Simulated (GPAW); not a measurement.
# Two attempts at CH3KO (SMILES C[O][K])

Wanted: energy and one-electron properties of CH3KO, PBE/dzp (scalar-relativistic datasets).

The results are computed with GPAW 26.7.0.

4 further runs of the same task are left out: 2 that didn't finish, 2 set aside as unsound or not needed. Runs told in other sessions of the task aren't counted.

## 1. The molecule

The species is CH3KO (6 atoms), meant as a singlet with charge 0. SMILES: `C[O][K]`. The shape is that of a PBE0-D4/def2-TZVP optimisation.

Bond lengths: C1–O2 1.363 Å, O2–K3 2.227 Å, C1–H4 1.111 Å, C1–H5 1.111 Å, C1–H6 1.111 Å. Angles: C1–O2–K3 180.0°, O2–C1–H4 113.5°, O2–C1–H5 113.5°, O2–C1–H6 113.5°, H4–C1–H5 105.2°, H4–C1–H6 105.2°, H5–C1–H6 105.2°.

## 2. Try one

Contents of run.py:

```python
import numpy as np
from ase import Atoms
from ase.units import Bohr, Debye
from gpaw import GPAW

# Geometry
positions_bohr = np.array(
              [[ -0.373788,   1.017995,  -0.288939],
               [  0.499077,  -1.325454,   0.330702],
               [  1.926576,  -5.152527,   1.341328],
               [ -2.287891,   1.426554,   0.471109],
               [  0.841684,   2.577775,   0.416874],
               [ -0.526100,   1.334525,  -2.358945]])
system = Atoms(['C', 'O', 'K', 'H', 'H', 'H'], positions=positions_bohr * Bohr)
system.center(vacuum=5.5)

# Calculator
gpaw_calc = GPAW(mode='lcao',
                 basis='dzp',
                 h=0.2,
                 xc='PBE',
                 nbands=10,
                 maxiter=91,
                 txt='-')
system.calc = gpaw_calc

energy = system.get_potential_energy()
print(f'Energy = {energy:.5f} eV')
forces = system.get_forces()
print('Forces (eV/Ang)')
for symbol, f in zip(system.symbols, forces):
    print(f'{symbol:2} {f[0]:9.4f} {f[1]:9.4f} {f[2]:9.4f}')
dipole = system.get_dipole_moment() / Debye
print(f'Dipole: {np.linalg.norm(dipole):.3f} D')
homo, lumo = gpaw_calc.get_homo_lumo()
print(f'HOMO                    {homo:.3f} eV')
print(f'LUMO: {lumo:.3f} eV')
print(f'Gap = {lumo - homo:.3f} eV')
```

Run with:

```console
$ python3 run.py
```

The program printed:

```text
__  _  _
 | _ |_)|_||  |
 |__||  | ||/\| - 26.7.0

units:  Angstrom and eV
cores:  1
OpenMP: False

Versions:
  Python: 3.12.14
  ASE:    3.29.0
  Numpy:  2.5.5
  Scipy:  1.18.1
  Libxc:  7.0.0

        _gpaw.cpython-312-x86_64-linux-gnu.so

Input parameters:
  mode=LCAO(),
  basis={'default': 'dzp'},
  h=0.2,
  maxiter=91,
  nbands=10,
  xc=XC(name='PBE')
ValueError: Too few bands!  Electrons: 22.0, bands: 10
```

It took 0.5 s on 1 thread of Intel Xeon 6975P-C (Granite Rapids), shared host; peak memory 0.1 GiB.

## 3. Reading the log

The program refused the input.

The telling line is `ValueError: Too few bands!  Electrons: 22.0, bands: 10`. The cause is that too few bands are asked for. To mend it: number of bands at its default in place of 10.

## 4. The mended input

Contents of run.py:

```python
import numpy as np
from ase import Atoms
from ase.units import Bohr, Debye
from gpaw import GPAW

positions_bohr = np.array(
              [[ -0.373788,   1.017995,  -0.288939],
               [  0.499077,  -1.325454,   0.330702],
               [  1.926576,  -5.152527,   1.341328],
               [ -2.287891,   1.426554,   0.471109],
               [  0.841684,   2.577775,   0.416874],
               [ -0.526100,   1.334525,  -2.358945]])
atoms = Atoms(['C', 'O', 'K', 'H', 'H', 'H'], positions=positions_bohr * Bohr)
atoms.center(vacuum=5.5)

calc = GPAW(mode='lcao', basis='dzp', maxiter=100, xc='PBE', h=0.2, txt='-')
atoms.calc = calc

energy = atoms.get_potential_energy()
print(f'Energy                  {energy:.5f} eV')
forces = atoms.get_forces()
print('Forces (eV/Ang)')
for symbol, f in zip(atoms.symbols, forces):
    print(f'{symbol:2} {f[0]:9.4f} {f[1]:9.4f} {f[2]:9.4f}')
dipole = atoms.get_dipole_moment() / Debye
print(f'Dipole                  {np.linalg.norm(dipole):.3f} D')
homo, lumo = calc.get_homo_lumo()
print(f'HOMO                    {homo:.3f} eV')
print(f'LUMO = {lumo:.3f} eV')
print(f'Gap: {lumo - homo:.3f} eV')
```

Run with:

```console
$ python run.py > run.log
```

The program printed:

```text
[...]
Number of symmetries: 1
[...]
  Number of IBZ points: 1
[...]
basis functions: 60
Spin-components: 1 (collinear spins)
Bands:           16
[...]
  Valence electrons: 22.0
[...]
  Grid points: [68 76 64]
  Charge: 0.0  # |e|
[...]
    cutoffs:
[...]
occupation numbers:
  # Zero width
[...]
xc functional:
  name: PBE with 2 nearest neighbor stencil
[...]
|iter     |     time |      energy | eigst |  dens |
[...]
|iter:   1| 00:00:06 |  -29.776665 |      c|       |
[...]
|iter:  10| 00:00:12 |  -25.514196c|      c| -4.21c|
Converged in 10 steps
[...]
Energy contributions relative to reference atoms: (reference = -19488.204122)
Energy contributions:
  Kinetic:          28.566094
  Coulomb:         -26.242316
  Zero:              0.460724
  External:          0.000000
  Xc:              -28.298698
  Entropy:           0.000000
  Spinorbit:         0.000000
  ----------------------------
  Free energy:     -25.514196
  Extrapolated:    -25.514196
dipole moment: (0.612175, -1.638439, 0.433699)  # |e|*Ang
Fermi level: -2.025
Eigenvalues  # (at kpt = [0.000, 0.000, 0.000])
| band index |      eig [eV] | occ [0-2] |
|------------|---------------|-----------|
|          0 |       -34.817 |     2.000 |
|        ... |               |           |
|          3 |       -18.339 |     2.000 |
|          4 |       -18.076 |     2.000 |
|          5 |       -13.282 |     2.000 |
|          6 |        -7.839 |     2.000 |
|          7 |        -7.838 |     2.000 |
|          8 |        -6.777 |     2.000 |
|          9 |        -2.423 |     2.000 |
|         10 |        -2.421 |     2.000 |
|         11 |        -1.630 |     0.000 |
|         12 |         0.085 |     0.000 |
[...]
Gap: 0.791 eV
Transition (v -> c):
[...]
Forces (eV/Ang)
C     0.0715   -0.2105    0.0455
O     0.1797   -0.2644    0.0709
K     0.2513   -0.6910    0.1808
H    -0.7431    0.2686    0.2430
H     0.3953    0.6701    0.2314
H    -0.1012    0.2378   -0.7898
Dipole                  8.656 D
HOMO                    -2.421 eV
LUMO = -1.630 eV
Gap: 0.791 eV
```

It took 12 s on 1 thread of Intel Xeon 6975P-C (Granite Rapids), shared host; peak memory 0.8 GiB.

## 5. Results

At PBE/dzp (scalar-relativistic datasets):

| quantity | value |
| --- | --- |
| energy as printed (from the program's reference atoms) | -25.5142 eV |
| dipole moment | 8.66 D |
| HOMO energy | -2.42 eV |
| LUMO energy | -1.63 eV |
| HOMO–LUMO gap | 0.79 eV |
